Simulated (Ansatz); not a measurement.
**Zr3S2: one candidate of a structure search**

Where does this trial cell of Zr3S2 go when cell and atoms are let free?

Computed with Ansatz 0.2.0 (DFT PBE, scalar-relativistic, plane waves, PAW, unless a step's input says otherwise).

### 1 Starting point

Symmetry: P6/mmm, No. 191, hexagonal system. The conventional cell has a = 4.701 Å, b = 4.701 Å, c = 6.300 Å, α = 90.00°, β = 90.00°, γ = 120.00°. Around Zr (site symmetry -6m2) lie 3 Zr at 2.71 Å. Around Zr (site symmetry 6/mmm) lie 6 S at 2.71 Å. Around S (site symmetry -6m2) lie 3 Zr at 2.71 Å and 3 S at 2.71 Å.

Structure file:

```
Zr S
1.0
     4.70070    0.00000    0.00000
    -2.35035    4.07093    0.00000
     0.00000    0.00000    6.29956
Zr S
3 2
Direct
  0.33333 0.66667 0.50000
  0.66667 0.33333 0.50000
  0.00000 0.00000 0.00000
  0.33333 0.66667 0.00000
  0.66667 0.33333 0.00000
```

The cell is invented: random cell by space group and Wyckoff sites (P6/mmm, No. 191). Lengths come from tabulated atomic sizes and are only a guess.

### 2 A first look at the guess

The input, input.yaml:

```yaml
crystal:
  lattice:
    - [4.70070478, 0.0, 0.0]
    - [-2.35035239, 4.07092976, 0.0]
    - [0.0, 0.0, 6.29955965]
  atoms:
    - { symbol: Zr, position: [0.33333333, 0.66666667, 0.5] }
    - { symbol: Zr, position: [0.66666667, 0.33333333, 0.5] }
    - { symbol: Zr, position: [0.0, 0.0, 0.0] }
    - { symbol: S, position: [0.33333333, 0.66666667, 0.0] }
    - { symbol: S, position: [0.66666667, 0.33333333, 0.0] }
basis:
  ecutwfc: 420
kpoints:
  mp_grid: { grid: [6, 6, 4] }
hamiltonian:
  xc: pbe
scf:
  occupations: { method: gaussian, width: 0.1 }
  lower_state_search: "off"
output:
  forces: true
  stress: true
  eigenvalues: true
```

The run is started by

```
> ansatz run input.yaml --threads 1 --pin off --max-ram 2560MiB --backend cpu --events-out ev --progress --plain --runs-dir out
```

Further runs follow: coarse relaxation; spin check on a coarse mesh; relaxation on the finer mesh.

What does the calculation give? Wanted: conventional cell; volume; energy over the elements; gap on the mesh.

As calculated:

```
                              quantity                                                                       value
symmetry at the end (tolerance 0.05 Å)                                                space group P6/mmm (No. 191)
                     conventional cell  a = 4.988 Å, b = 4.988 Å, c = 4.862 Å, α = 90.00°, β = 90.00°, γ = 120.00°
                                volume                                                               20.95 Å³/atom
              energy over the elements                                                               -0.52 eV/atom
                       gap on the mesh                                                                none (metal)
```

**Reading.** The space group P6/mmm (No. 191) is kept, and the volume per atom shrinks by 13.1 % from the first guess. It lies below the elements, which doesn't yet make it stable: competing phases were not computed in this session. No finished test with a distortion of lower symmetry is shown, so the end may be a saddle point. Other magnetic orders were not searched.
